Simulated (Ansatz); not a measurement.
**BiTe under changes of volume**

One of the cells (33.725 Å³/atom); the others are scaled copies at fixed shape and fractional positions:

```
CELL_PARAMETERS angstrom
2.42271 1.39875 3.31729
-2.42271 1.39875 3.31729
0.00000 -2.79750 3.31729
ATOMIC_POSITIONS crystal
Bi 0.50000 0.50000 0.50000
Te 0.00000 0.00000 0.00000
```

The cell comes from a database or a generator and needn't be the stable form of this composition.

| Quantity | Value |
| --- | --- |
| Program | Ansatz 0.2.0 |
| Functional | PBE |
| Potentials or basis | Ansatz PAW |
| Cutoff | 420 eV (not typed: the program's choice for these potentials) |
| k mesh | 7 × 7 × 7 |
| Occupations | fermi-dirac, width 0.05 eV |
| Spin | no spin polarisation |

| volume (Å³/atom) | energy over the lowest point (meV/atom) | pressure (GPa) |
| --- | --- | --- |
| 31.701 | 22.67 | 3.6 |
| 32.376 | ? | ? |
| 33.050 | 2.80 | 1.2 |
| 33.725 | 0.00 | 0.2 |
| 34.399 | 1.29 | -0.8 |
| 35.074 | 6.25 | -1.6 |
| 35.748 | 14.50 | -2.3 |

Question: What does the run at 32.376 Å³/atom give?

Answer: Energy over the lowest point 10.19 meV/atom; pressure 2.3 GPa.

Worked out: A Birch-Murnaghan fit of order 3 (a polynomial in V^(-2/3)) to the other rows has its minimum at 33.84 Å³/atom with B0 = V·E''(V) = 48 GPa and B' = 4.5 at fixed shape and positions, which overstates the stiffness. It gives 10.17 meV/atom at 32.376 Å³/atom, against the run's 10.19, and -dE/dV = 2.3 GPa, against 2.3.

Energies are extrapolated to zero smearing.
